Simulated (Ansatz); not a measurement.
# CH3Br2Ga: how energies converge with the basis set

The task here is to estimate one member of a computed series from the others.

Program: Ansatz 0.2.0, Gaussian basis. Level of theory: one geometry, several basis sets. These are calculated values, not measurements.

Plan: PBE0-D4/def2-SVP; ωB97M-V/def2-SVP; PBE0-D4/def2-QZVPP; the functionals' def2-TZVPP values are taken from earlier runs.

1 further run of the same task is left out (it didn't finish).

### Structure used throughout

All runs share one geometry, relaxed beforehand with PBE0-D4 in a triple-zeta def2 set.

7 atoms, charge 0, spin multiplicity 1.

Atoms are counted from 1 here; the program's logs count them from 0.

Bond lengths: C1–Ga2 1.947 Å, C1–H5 1.089 Å, C1–H6 1.091 Å, C1–H7 1.092 Å, Ga2–Br3 2.285 Å, Ga2–Br4 2.285 Å. Angles: Ga2–C1–H5 110.5°, Ga2–C1–H6 109.4°, Ga2–C1–H7 109.1°, H5–C1–H6 109.9°, H5–C1–H7 109.6°, H6–C1–H7 108.2°, C1–Ga2–Br3 122.2°, C1–Ga2–Br4 123.2°, Br3–Ga2–Br4 114.6°.

The first run:

Input file in.yaml:

```yaml
crystal:
  periodic: [false, false, false]
  atoms:
    - {symbol: C, position_ang: [-0.113212, 1.020953, -0.074021]}
    - {symbol: Ga, position_ang: [0.085524, -0.911132, 0.061188]}
    - {symbol: Br, position_ang: [1.790623, -1.881791, 1.233043]}
    - {symbol: Br, position_ang: [-1.346569, -2.388049, -0.932805]}
    - {symbol: H, position_ang: [-1.035391, 1.273486, -0.595508]}
    - {symbol: H, position_ang: [-0.120394, 1.455690, 0.926586]}
    - {symbol: H, position_ang: [0.739408, 1.430854, -0.618483]}
basis:
  gaussian: {orbitals: def2-SVP}
hamiltonian: {xc: pbe0, dispersion: d4}
output: {orbitals: {seedname: orbitals}}
```

Steps of the session up to this table: PBE0-D4 in def2-SVP; ωB97M-V in def2-SVP; PBE0-D4 in def2-QZVPP.

One table of the session follows, with a row left open; its other results are not shown here.

It belongs to the step «Density functionals: the series». 

```
functional       basis  HOMO (eV)
   PBE0-D4    def2-SVP      -8.17
   PBE0-D4  def2-TZVPP          ?
   PBE0-D4  def2-QZVPP      -8.30
   ωB97M-V    def2-SVP     -10.34
   ωB97M-V  def2-TZVPP     -10.49
```

Estimate the missing values for PBE0-D4, def2-TZVPP.

The run gave: HOMO (eV): -8.29. In the column «HOMO (eV)» it lies between PBE0-D4, def2-QZVPP (-8.30) and PBE0-D4, def2-SVP (-8.17).
